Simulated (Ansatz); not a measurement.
Here is an Ansatz input file for CH₆BFSSi, SMILES FC[SiH2]BS. Write the same calculation for the Python package.

```yaml
crystal:
  periodic: [false, false, false]
  atoms:
    - { symbol: F, position_ang: [-0.8596, 1.5648, 2.0102] }
    - { symbol: C, position_ang: [-0.1086, 0.7165, 1.3116] }
    - { symbol: Si, position_ang: [-0.9792, 0.2218, -0.2911] }
    - { symbol: B, position_ang: [0.2553, -1.021, -1.2404] }
    - { symbol: S, position_ang: [1.9171, -0.5288, -1.7751] }
    - { symbol: H, position_ang: [0.8671, 1.217, 1.0796] }
    - { symbol: H, position_ang: [0.0947, -0.1783, 1.9418] }
    - { symbol: H, position_ang: [-2.1974, -0.3993, 0.0218] }
    - { symbol: H, position_ang: [-1.1652, 1.4295, -1.0662] }
    - { symbol: H, position_ang: [-0.2113, -2.117, -1.4542] }
    - { symbol: H, position_ang: [2.4527, -0.9622, -0.5174] }
basis:
  gaussian:
    orbitals: "6-31G*"
hamiltonian:
  xc: pbe0
output:
  forces: true
```

Script `run_energy.py`:
```python
'''Single point of CH6BFSSi in a Gaussian basis.'''

from dataclasses import dataclass

import ansatz as az
import numpy as np
import pandas as pd


@dataclass
class Options:
    basis: str = '6-31G*'
    xc: str = 'pbe0'


cfg = Options()


def main() -> None:
    geometry_ang = [
        ('F', (-0.8596, 1.5648, 2.0102)),
        ('C', (-0.1086, 0.7165, 1.3116)),
        ('Si', (-0.9792, 0.2218, -0.2911)),
        ('B', (0.2553, -1.021, -1.2404)),
        ('S', (1.9171, -0.5288, -1.7751)),
        ('H', (0.8671, 1.217, 1.0796)),
        ('H', (0.0947, -0.1783, 1.9418)),
        ('H', (-2.1974, -0.3993, 0.0218)),
        ('H', (-1.1652, 1.4295, -1.0662)),
        ('H', (-0.2113, -2.117, -1.4542)),
        ('H', (2.4527, -0.9622, -0.5174)),
    ]
    geometry = az.Crystal.molecule()
    for symbol, xyz in geometry_ang:
        geometry = geometry.atom(symbol, xyz)

    calc = (
        geometry.calculation()
        .basis(gaussian=cfg.basis)
        .functional(cfg.xc)
        .forces()
    )
    out = calc.run(threads=1, pin='off')
    report = out.report

    for key in ('converged', 'free_energy_ev', 'reference_energy_ev', 'n_frozen', 'n_occupied', 'n_virtual'):
        print(f'{key:22s} {report[key]}')

    symbols = [site.symbol for site in geometry.cartesian_sites]
    forces = np.array(report['forces_ev_ang'])
    print('largest force', round(float(np.linalg.norm(forces, axis=1).max()), 4), 'eV/A, rms', round(float(np.sqrt((forces ** 2).mean())), 4))

    charges = report['charge_distribution']
    table = pd.DataFrame({'atom': symbols, 'mulliken': charges['mulliken_charges_e'], 'lowdin': charges['lowdin_charges_e']})
    print(table.round(3).to_string())
    print('dipole (e A):', np.round(charges['dipole_moment_e_ang'], 4) + 0.0)


if __name__ == '__main__':
    main()
```

```console
$ python run_energy.py
converged              True
free_energy_ev         -23226.3755920445
reference_energy_ev    -23226.3755920445
n_frozen               0
n_occupied             [28, 28]
n_virtual              [67, 67]
largest force 2.4567 eV/A, rms 0.9239
   atom  mulliken  lowdin
0     F    -0.281  -0.029
1     C    -0.195  -0.276
2    Si     0.314   0.188
3     B    -0.108  -0.333
4     S    -0.163   0.095
5     H     0.168   0.130
6     H     0.157   0.124
7     H    -0.036  -0.045
8     H    -0.036  -0.036
9     H     0.043   0.050
10    H     0.136   0.133
dipole (e A): [ 0.1386 -0.2782  0.0858]
```

What to keep in mind:
- Total energies depend on the basis set; only differences at equal settings carry meaning.
- The geometry is a force-field or estimated start, not a minimum of this method, and the basis set is short of its limit.
- The Löwdin charges here are taken after orthogonalising the functions within each atom; they differ from plain Löwdin charges, and their signs can be unphysical.
- Timing: 5.3 s on 1 thread of Arm Neoverse V2, with other jobs on the host, peak memory 0.3 GiB.

(Lines on the test bed's own set-up are left out of the output.)
